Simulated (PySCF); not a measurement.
# C7H8BN: magnetic properties

What do calculations give for the magnetic properties of C7H8BN (`C#C/C=C/B(C)CC#N`)?

Programs: PySCF 2.14.0, with routines of our own; each step states its level. All values are computed. Atoms count from 0.

## (1) The system as given

17 atoms, charge 0, multiplicity 1; geometry from: GFN2-xTB.

## (2) Magnetic properties: GIAO B3LYP/pcSseg-1

The job: settings as JSON, then the geometry in Å.

```
{"job": {"kind": "mag", "xc": "B3LYP", "basis": "pcSseg-1", "isotopologues": 0}, "charge": 0, "multiplicity": 1}
C      3.768324     0.165496     1.692915
C      2.815335     0.075858     0.964279
C      1.707734    -0.020485     0.106850
C      0.464116     0.374637     0.442142
B     -0.762541     0.282416    -0.485381
C     -0.678402    -0.290245    -1.953780
C     -2.192063     0.779978     0.029327
C     -2.274755     1.065761     1.432221
N     -2.328839     1.287196     2.554095
H      4.596961     0.246126     2.331803
H      1.915801    -0.441662    -0.869597
H      0.342700     0.779554     1.442133
H     -0.638121    -1.380037    -1.917074
H     -1.536700    -0.030378    -2.569845
H      0.216883     0.027276    -2.484405
H     -2.966115     0.044946    -0.213094
H     -2.457317     1.695056    -0.512500
```

With the program's defaults for keys left out, this is: GIAO B3LYP/pcSseg-1 magnetisability, rotational g tensor and spin-rotation constants, non-relativistic, gas phase.

Started as:

```sh
$ OMP_NUM_THREADS=1 python excited_run.py task.json out
```

One launch serves the whole session: the jobs run in the order shown.

The log of the run:

```text
coarse grid: 14712 points
cycle   1  E = -350.8768775929  dE =  1.116e+00  |g| = 6.447e-01  |ddm| = 4.008e+00
cycle   2  E = -350.7271101381  dE =  1.498e-01  |g| = 1.049e+00  |ddm| = 1.603e+00
cycle   3  E = -350.9634340255  dE = -2.363e-01  |g| = 2.973e-01  |ddm| = 1.001e+00
cycle   4  E = -350.9826630831  dE = -1.923e-02  |g| = 5.167e-02  |ddm| = 2.249e-01
cycle   5  E = -350.9830000054  dE = -3.369e-04  |g| = 3.397e-02  |ddm| = 6.708e-02
cycle   6  E = -350.9833240924  dE = -3.241e-04  |g| = 6.145e-03  |ddm| = 3.285e-02
cycle   7  E = -350.9833338807  dE = -9.788e-06  |g| = 1.748e-03  |ddm| = 6.445e-03
final grid: 143632 points
cycle   8  E = -351.0526789573  dE = -4.278e-05  |g| = 7.201e-03  |ddm| = 5.378e-02
cycle   9  E = -351.0526659499  dE =  1.301e-05  |g| = 1.019e-02  |ddm| = 1.279e-02
cycle  10  E = -351.0526890920  dE = -2.314e-05  |g| = 3.226e-03  |ddm| = 8.424e-03
cycle  11  E = -351.0526918046  dE = -2.713e-06  |g| = 2.407e-04  |ddm| = 2.310e-03
cycle  12  E = -351.0526918159  dE = -1.131e-08  |g| = 1.253e-04  |ddm| = 3.128e-04
cycle  13  E = -351.0526918187  dE = -2.770e-09  |g| = 6.558e-05  |ddm| = 1.330e-04
cycle  14  E = -351.0526918195  dE = -8.675e-10  |g| = 1.822e-05  |ddm| = 5.152e-05
converged SCF energy = -351.0526918195

Magnetisability tensor (1e-30 J/T^2)
    -1108.37      -67.98       21.56
      -67.98    -1402.46       87.81
       21.56       87.81    -1290.10
isotropic -1266.98   principal values   -1464.32  -1243.23  -1093.39
isotropic susceptibility -76.299 1e-6 cm^3/mol

Inertial axes            a          b          c
rot. const./GHz      2.2063     0.8847     0.6375
chi total           -65.913    -75.360    -87.626
chi diamagnetic    -662.559  -1400.806  -1937.963
chi paramagnetic    596.647   1325.447   1850.338
quadrupole/D A        8.686     -9.269      0.582
g nuclear            0.5814     0.5443     0.5514
g electronic        -0.6184    -0.5509    -0.5542
g total             -0.0371    -0.0066    -0.0028

Spin-rotation constants (kHz, H = +C I.J)
atom  isotope        aa         bb         cc
  4    11B        1.035      0.370      0.097
  8    14N        0.505      0.019      0.142
  9     1H       -0.021     -0.051     -0.074
 10     1H       -0.198      0.079     -0.069
 11     1H       -0.189      0.106     -0.075
 12     1H       -0.268     -0.082     -0.003
 13     1H       -0.055     -0.065     -0.073
 14     1H       -0.099     -0.071     -0.052
 15     1H       -0.089     -0.092     -0.033
 16     1H       -0.163     -0.107     -0.004
  0    13C*       0.522      0.237      0.205
  1    13C*       0.303      0.212      0.248
  2    13C*       0.869      0.435      0.092
  3    13C*       0.901      0.478      0.085
  5    13C*       0.347      0.114      0.071
  6    13C*       0.334      0.125      0.092
  7    13C*       1.019     -0.003      0.296
* in the singly substituted isotopologue
```

It took 72 s on 1 thread of Arm Neoverse N1, shared host; peak memory 0.95 GiB.

Key values:

```tsv
quantity	value
magnetisability	-1267·10⁻³⁰ J/T²
molar susceptibility	-76.3·10⁻⁶ cm³/mol
rotational g (a, b, c)	-0.0371, -0.0066, -0.0028
```

Orbitals, density, ELF and potential are computed afterwards from the orbital file.

Frontier orbitals at B3LYP/pcSseg-1, with the share of their density that lies nearest to each atom:

```tsv
orbital	energy (eV)	lies on
HOMO	-7.47	C0, C3 about 28 % each; C1 17 %; C2 12 %
LUMO	-2.77	B4 28 %; C2 22 %; C0, C3 about 13 % each
```

ELF in a plane through or near 13 of the atoms.

Ten even steps from ' ' (0.00) to '@' (1.00):
```
                                                        
                                                        
                                                        
                                                        
                            ::::                        
                    ::::  ::%%**--++%%==                
                  ..@@@@==..%%**::@@@@@@                
          ..----....@@@@##  ==--::@@@@##                
        ..==**##++++**##--  ==@@%%--..                  
        --**##%%--**==::##****##--::                    
      %%@@@@##--++==++**::::@@--@@++##**::              
      @@@@@@**##%%++  ++@@%%--::**++++**..              
      **@@%%++**++::  %%@@@@  ::%%@@++..                
            ..::::    ##@@::  **....++                  
                            ==##%%%%**::                
                          ..**%%--##==..                
                          ..**@@@@%%==                  
                            --##%%**..                  
                                                        
                                                        
```
The map spans 15.4 Å across and 11.8 Å up, centred on the molecule. Atoms in the plane (x, y in Å): C0 (-4.1, -0.4), C1 (-3.0, 0.0), C2 (-1.7, 0.5), C3 (-0.6, -0.3), B4 (0.9, 0.2), C5 (1.2, 1.7), C6 (2.1, -0.8), C7 (1.7, -2.2), N8 (1.4, -3.3), H9 (-5.1, -0.7), H10 (-1.6, 1.6), H11 (-0.8, -1.4), H13 (2.3, 2.0).

On the surface of density 0.002 e/bohr³ the electrostatic potential runs, from the 1st to the 99th percentile, from -1.98 V near N8 to 1.58 V near H9.

## (3) Magnetic properties: common gauge origin PBE/6-31G

Settings changed since step 2:

```diff
@@ -1,2 +1,2 @@
-{"job": {"kind": "mag", "xc": "B3LYP", "basis": "pcSseg-1", "isotopologues": 0}, "charge": 0, "multiplicity": 1}
+{"job": {"kind": "mag", "xc": "PBE", "basis": "6-31G", "gauge": [0, 0, 0], "scf": {"level_shift": 0.2}}, "charge": 0, "multiplicity": 1}
 C      3.768324     0.165496     1.692915
```

Method: common gauge origin PBE/6-31G magnetisability, rotational g tensor and spin-rotation constants, non-relativistic, gas phase.

The log of the run:

```text
final grid: 143632 points
cycle   1  E = -350.4134248628  dE =  9.941e-01  |g| = 6.233e-01  |ddm| = 4.391e+00
cycle   2  E = -350.3032133231  dE =  1.102e-01  |g| = 1.001e+00  |ddm| = 1.670e+00
cycle   3  E = -350.5012942304  dE = -1.981e-01  |g| = 2.565e-01  |ddm| = 6.620e-01
cycle   4  E = -350.5176673870  dE = -1.637e-02  |g| = 7.806e-02  |ddm| = 2.549e-01
cycle   5  E = -350.5192539001  dE = -1.587e-03  |g| = 1.496e-02  |ddm| = 8.967e-02
cycle   6  E = -350.5193205527  dE = -6.665e-05  |g| = 6.490e-03  |ddm| = 2.162e-02
cycle   7  E = -350.5193268095  dE = -6.257e-06  |g| = 3.875e-03  |ddm| = 9.131e-03
cycle   8  E = -350.5193299829  dE = -3.173e-06  |g| = 1.197e-03  |ddm| = 3.403e-03
cycle   9  E = -350.5193303119  dE = -3.289e-07  |g| = 4.070e-04  |ddm| = 1.152e-03
cycle  10  E = -350.5193303520  dE = -4.014e-08  |g| = 1.269e-04  |ddm| = 3.355e-04
cycle  11  E = -350.5193303567  dE = -4.720e-09  |g| = 4.452e-05  |ddm| = 1.394e-04
cycle  12  E = -350.5193303574  dE = -6.582e-10  |g| = 1.349e-05  |ddm| = 5.470e-05
level shift removed, Fock matrix diagonalised once more
converged SCF energy = -350.5193303574

Magnetisability tensor (1e-30 J/T^2)
    -6524.98    -1620.81      375.69
    -1620.81   -17264.22      594.23
      375.69      594.23   -15875.56
isotropic -13221.59   principal values  -17727.44 -15660.12  -6277.20
isotropic susceptibility -796.222 1e-6 cm^3/mol

Inertial axes            a          b          c
rot. const./GHz      2.2063     0.8847     0.6375
chi total          -378.239   -943.259  -1067.169
chi diamagnetic    -659.266  -1397.320  -1934.238
chi paramagnetic    281.027    454.062    867.068
quadrupole/D A        9.040     -9.242      0.202
g nuclear            0.5814     0.5443     0.5514
g electronic        -0.2913    -0.1887    -0.2597
g total              0.2901     0.3556     0.2917

Spin-rotation constants (kHz, H = +C I.J)
atom  isotope        aa         bb         cc
  4    11B        0.594      0.144     -0.104
  8    14N        0.603      0.015      0.168
  9     1H        0.480      1.040      0.851
 10     1H       -0.022     -0.101     -0.197
 11     1H       -0.526     -0.549     -0.504
 12     1H        0.256     -0.241     -0.020
 13     1H        0.700     -0.009      0.188
 14     1H        0.545     -0.381     -0.072
 15     1H       -0.585      0.251      0.075
 16     1H       -0.553      0.132     -0.005
  0    13C*       0.465      0.328      0.248
  1    13C*       0.147      0.049      0.065
  2    13C*       0.633      0.216     -0.063
  3    13C*       0.611      0.221     -0.088
  5    13C*       0.172      0.020     -0.028
  6    13C*       0.009      0.023     -0.036
  7    13C*       0.651     -0.035      0.176
* in the singly substituted isotopologue
```

It took 24 s on 1 thread of Arm Neoverse N1, shared host; peak memory 0.49 GiB.

A normal end doesn't make this result sound: a common gauge origin replaces GIAOs, so the magnetic properties depend on where the origin lies.

## (4) What came out

```
                                            quantity                               value
       magnetisability (step 2, GIAO B3LYP/pcSseg-1)                    -1267·10⁻³⁰ J/T²
  molar susceptibility (step 2, GIAO B3LYP/pcSseg-1)                  -76.3·10⁻⁶ cm³/mol
rotational g (a, b, c) (step 2, GIAO B3LYP/pcSseg-1)           -0.0371, -0.0066, -0.0028
               surface potential, 1st and 99th percentile                  -1.98 V and 1.58 V
                                                runs  0 failed, 1 ended on unsound input
```

In words: By nearest atom (B3LYP/pcSseg-1), the HOMO sits on C0, C3 about 28 % each; C1 17 % and the LUMO on B4 28 %; C2 22 %. Vibrational averaging and real surroundings are missing from these values.
